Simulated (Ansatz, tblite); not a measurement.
# The cluster Al₃H₉O₉: a ladder of methods and basis sets

One table from this session's results is given with a row withheld; the runs are named, their logs left out.

Computed with Ansatz 0.2.0, Gaussian basis. Level: as each input shows.

Levels to be run: GFN1-xTB, GFN2-xTB, PBE-D4/def2-TZVP, r2SCAN-D4/def2-TZVP, B97M-V/def2-TZVP, HF/def2-TZVP, revPBE-D4/def2-TZVP, PBE-D4/def2-SVP, PBE0-D4/def2-SVP, CCSD(T)/def2-SVP, MP2/def2-TZVP, RPA/def2-TZVP.

## The geometry

The singlet was relaxed beforehand with r2SCAN-D4/def2-SVP.

21 atoms, charge 0, spin multiplicity 1.

Bond lengths: Al1–O5 1.733 Å, Al1–O6 1.816 Å, Al1–O8 1.711 Å, Al1–O12 1.866 Å, Al2–O4 1.948 Å, Al2–O6 1.777 Å, Al2–O7 1.715 Å, Al2–O10 1.719 Å, Al3–O6 1.825 Å, Al3–O9 1.711 Å, Al3–O11 1.735 Å, Al3–O12 1.854 Å, O4–H13 0.973 Å, O4–H14 0.973 Å, O5–H15 0.963 Å, O7–H16 0.974 Å, O8–H17 0.960 Å, O9–H18 0.960 Å and more. Angles: O5–Al1–O6 107.0°, O5–Al1–O8 114.3°, O5–Al1–O12 113.8°, O6–Al1–O8 122.0°, O6–Al1–O12 82.7°, O8–Al1–O12 113.2°, O4–Al2–O6 113.3°, O4–Al2–O7 94.2°, O4–Al2–O10 92.5°, O6–Al2–O7 111.5°, O6–Al2–O10 111.2°, O7–Al2–O10 129.6°, O6–Al3–O9 116.1°, O6–Al3–O11 110.3°, O6–Al3–O12 82.9°, O9–Al3–O11 116.9°, O9–Al3–O12 110.6°, O11–Al3–O12 115.5° and more.

As a file:

```xyz
21

Al   -1.30192   -0.15820    1.31140
Al    0.25560   -0.81021   -1.38731
Al    0.87792    1.42182    0.70996
O     1.26805   -2.46298   -1.58276
O    -2.65627   -0.18675    0.22992
O     0.19584   -0.21668    0.28633
O    -1.23350   -1.51878   -1.85776
O    -1.48859   -1.13781    2.70162
O     2.24533    1.42446    1.73866
O     1.38907    0.08149   -2.32201
O     0.95647    2.42535   -0.70329
O    -0.68352    1.55955    1.69936
H     0.67413   -3.11886   -1.98676
H     1.98790   -2.27435   -2.20997
H    -3.51761   -0.47767    0.54641
H    -2.00066   -1.17281   -1.36649
H    -0.80849   -1.34197    3.34719
H     3.03584    1.92897    1.53253
H     1.45422    1.02615   -2.10161
H     0.20827    2.91047   -1.06289
H    -0.85807    2.09884    2.47747
```

PBE0-D4/def2-TZVP was run before; its log isn't repeated, and its numbers join the tables.

Set-up of the first run:

Tight binding, by tblite at 300 K electronic temperature and without a spin-polarisation term:

```python
tblite.interface.Calculator('GFN1-xTB', numbers, positions, charge=0, uhf=0).singlepoint()
```

Tight binding, by tblite at 300 K electronic temperature and without a spin-polarisation term:

```python
tblite.interface.Calculator('GFN2-xTB', numbers, positions, charge=0, uhf=0).singlepoint()
```

start.molden holds the orbitals of an earlier run on this state, given as this run's starting guess.

Input file in.yaml:

```yaml
crystal:
  periodic: [false, false, false]
  atoms:
    - {symbol: Al, position_ang: [-1.301919, -0.158197, 1.311396]}
    - {symbol: Al, position_ang: [0.255597, -0.810211, -1.387309]}
    - {symbol: Al, position_ang: [0.877922, 1.421819, 0.709961]}
    - {symbol: O, position_ang: [1.268045, -2.462984, -1.582758]}
    - {symbol: O, position_ang: [-2.656272, -0.186751, 0.229925]}
    - {symbol: O, position_ang: [0.195842, -0.216685, 0.286334]}
    - {symbol: O, position_ang: [-1.233496, -1.518779, -1.857763]}
    - {symbol: O, position_ang: [-1.488593, -1.137813, 2.701622]}
    - {symbol: O, position_ang: [2.245333, 1.424460, 1.738664]}
    - {symbol: O, position_ang: [1.389070, 0.081490, -2.322014]}
    - {symbol: O, position_ang: [0.956472, 2.425346, -0.703293]}
    - {symbol: O, position_ang: [-0.683523, 1.559549, 1.699359]}
    - {symbol: H, position_ang: [0.674129, -3.118858, -1.986764]}
    - {symbol: H, position_ang: [1.987896, -2.274347, -2.209971]}
    - {symbol: H, position_ang: [-3.517607, -0.477669, 0.546413]}
    - {symbol: H, position_ang: [-2.000658, -1.172811, -1.366488]}
    - {symbol: H, position_ang: [-0.808491, -1.341965, 3.347188]}
    - {symbol: H, position_ang: [3.035841, 1.928969, 1.532527]}
    - {symbol: H, position_ang: [1.454216, 1.026153, -2.101614]}
    - {symbol: H, position_ang: [0.208270, 2.910472, -1.062885]}
    - {symbol: H, position_ang: [-0.858067, 2.098841, 2.477471]}
basis:
  gaussian: {orbitals: def2-TZVP, fitting: {mean_field: def2-universal-jkfit}, initial_orbitals: start.molden}
hamiltonian: {xc: pbe, dispersion: d4}
scf: {omitted_lower_state_checks: [starts]}
output: {orbitals: {seedname: orbitals}}
```

Command:

```console
> ansatz run in.yaml --threads 2 --pin off --events-out ev --progress --plain --max-ram 22528MiB --backend cuda --devices 0, --max-vram 18GiB
```

Steps of the session up to this table: PBE-D4/def2-TZVP; r2SCAN-D4/def2-TZVP; B97M-V/def2-TZVP; HF/def2-TZVP; revPBE-D4/def2-TZVP; PBE-D4/def2-SVP; PBE0-D4/def2-SVP; CCSD(T)/def2-SVP; MP2/def2-TZVP; RPA/def2-TZVP.

One table of the session follows, with a row left open; its other results are not shown here.

It belongs to the step «Binding energy». 

| method | binding an atom (eV) |
| --- | --- |
| HF/def2-SVP | 3.017 |
| HF/def2-TZVP | 2.999 |
| PBE-D4/def2-SVP | 4.348 |
| PBE-D4/def2-TZVP | 4.334 |
| revPBE-D4/def2-TZVP | 4.197 |
| r2SCAN-D4/def2-TZVP | 4.311 |
| B97M-V/def2-TZVP | 4.277 |
| PBE0-D4/def2-SVP | 4.222 |
| PBE0-D4/def2-TZVP | 4.216 |
| MP2/def2-SVP | ? |
| MP2/def2-TZVP | 4.317 |
| CCSD/def2-SVP | 3.999 |
| CCSD(T)/def2-SVP | 4.038 |

Q: Estimate the row for MP2/def2-SVP from the others.

As computed: binding an atom (eV): 4.175. In the column «binding an atom (eV)» it lies between CCSD(T)/def2-SVP (4.038) and revPBE-D4/def2-TZVP (4.197).

Caveats from the session: Free atoms were run apart at each level; binding is atoms less cluster, divided by the number of atoms, without zero-point or spin-orbit terms.
